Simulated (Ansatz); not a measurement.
I need a saddle search for pyramidal inversion of AsFH₄Si, SMILES F[SiH2][AsH2]. Use Ansatz's Python interface. Use (for the species named): PBE0, def2-SVP basis, multiplicity 1, D3BJ dispersion.

| atom | x (Å) | y (Å) | z (Å) |
| --- | --- | --- | --- |
| F | -2.1431 | -0.1132 | 0.2623 |
| Si | -0.6809 | -0.1961 | -0.4814 |
| As | 0.9226 | -0.4057 | 1.1409 |
| H | -0.5765 | -1.3632 | -1.3603 |
| H | -0.4135 | 1.0079 | -1.2943 |
| H | 0.8275 | 1.1145 | 1.5546 |
| H | 2.1252 | -0.1122 | 0.1326 |

`ts_asfh4si.py`
```python
"""Inversion barrier of AsFH4Si: minimum and transition state."""

import ansatz as az
import numpy as np

asfh4si = (
    az.Crystal.molecule()
    .atom("F", (-2.1431, -0.1132, 0.2623))
    .atom("Si", (-0.6809, -0.1961, -0.4814))
    .atom("As", (0.9226, -0.4057, 1.1409))
    .atom("H", (-0.5765, -1.3632, -1.3603))
    .atom("H", (-0.4135, 1.0079, -1.2943))
    .atom("H", (0.8275, 1.1145, 1.5546))
    .atom("H", (2.1252, -0.1122, 0.1326))
)

base = (
    asfh4si.calculation()
    .basis(gaussian="def2-SVP")
    .functional("pbe0", dispersion="d3bj")
)
symbols = [site.symbol for site in asfh4si.cartesian_sites]
start = np.array([site.position_ang for site in asfh4si.cartesian_sites], dtype=float)
r = base.relax(force_tolerance=0.005).run(threads=1, pin="off").report
end = np.array(r["positions_ang"])

# start with the apex atom pushed most of the way into the plane of its neighbours
a, b, d = end[[1, 5, 6]]
normal = np.cross(b - a, d - a)
normal /= np.linalg.norm(normal)
flat = end.copy()
flat[2] -= 0.8 * ((end[2] - a) @ normal) * normal
guess = np.zeros_like(flat)
guess[2] = normal
near = az.Crystal.molecule()
for symbol, place in zip(symbols, flat):
    near = near.atom(symbol, place.tolist())
search = near.calculation()
search = search.basis(gaussian="def2-SVP")
search = search.functional("pbe0", dispersion="d3bj")
search = search.saddle(mode_guess=guess.tolist(), force_tolerance=0.01, max_steps=40)
steps = []
top = search.session().plan().execute(on_event=lambda e: steps.append(e["data"]) if e["event"] == "saddle_step" else None).report
for s in steps:
    print(f"step {s['step']:2d}  E = {s['lagrangian_ev']:.5f} eV  force {s['allowed_force_max_ev_ang']:.4f} eV/A  curvature {s['curvature_ev_ang2']:.3f} eV/A^2")
print(f"minimum {r['free_energy_ev']:.5f} eV, saddle {top['free_energy_ev']:.5f} eV")
print(f"electronic barrier {(top['free_energy_ev'] - r['free_energy_ev']):.2f} eV")
saddle = np.array(top["positions_ang"])
print("final positions (A) and the move of each atom")
for symbol, xyz, old in zip(symbols, saddle, end):
    print(f"{symbol:2s} {xyz[0]:10.5f} {xyz[1]:10.5f} {xyz[2]:10.5f}   {np.linalg.norm(xyz - old):7.4f}")
```

Output of `python ts_asfh4si.py`:
```text
step  1  E = -71472.58707 eV  force 9.6714 eV/A  curvature -35.466 eV/A^2
step  2  E = -71474.30648 eV  force 5.5275 eV/A  curvature -24.532 eV/A^2
step  3  E = -71475.20674 eV  force 2.8701 eV/A  curvature -17.228 eV/A^2
step  4  E = -71475.71265 eV  force 0.9078 eV/A  curvature -10.464 eV/A^2
step  5  E = -71475.77530 eV  force 0.2367 eV/A  curvature -8.758 eV/A^2
step  6  E = -71475.79378 eV  force 0.2196 eV/A  curvature -8.285 eV/A^2
step  7  E = -71475.80477 eV  force 0.3934 eV/A  curvature -8.035 eV/A^2
step  8  E = -71475.81501 eV  force 0.3021 eV/A  curvature -8.244 eV/A^2
step  9  E = -71475.82513 eV  force 0.1484 eV/A  curvature -8.431 eV/A^2
step 10  E = -71475.83763 eV  force 0.1902 eV/A  curvature -8.326 eV/A^2
step 11  E = -71475.85349 eV  force 0.2146 eV/A  curvature -8.401 eV/A^2
step 12  E = -71475.85876 eV  force 0.1924 eV/A  curvature -8.252 eV/A^2
step 13  E = -71475.85663 eV  force 0.3012 eV/A  curvature -8.827 eV/A^2
step 14  E = -71475.86162 eV  force 0.0357 eV/A  curvature -8.425 eV/A^2
step 15  E = -71475.86196 eV  force 0.0220 eV/A  curvature -8.456 eV/A^2
step 16  E = -71475.86227 eV  force 0.0171 eV/A  curvature -8.477 eV/A^2
step 17  E = -71475.86217 eV  force 0.0280 eV/A  curvature -8.444 eV/A^2
step 18  E = -71475.86238 eV  force 0.0032 eV/A  curvature -8.507 eV/A^2
minimum -71476.98825 eV, saddle -71475.86241 eV
electronic barrier 1.13 eV
final positions (A) and the move of each atom
F    -2.08445   -0.59304    0.12203    0.4218
Si   -0.75521   -0.06151   -0.65084    0.2190
As    1.04097    0.24649    0.66558    0.8345
H    -0.38784   -1.10923   -1.63553    0.3887
H    -1.09771    1.26466   -1.22222    0.5886
H     1.39129    1.54190    1.29692    0.6426
H     2.08656   -0.78048    0.89219    0.8986
```

What to keep in mind:
- Total energies depend on the basis set; only differences at equal settings carry meaning.
- The energies are electronic: no zero-point or thermal terms, and the basis set is short of its limit. No separate frequency run checks the order of the saddle point.
- Finished in 7.7 min on 1 thread of Arm Neoverse N1, with other jobs on the host, peak memory 0.25 GiB.
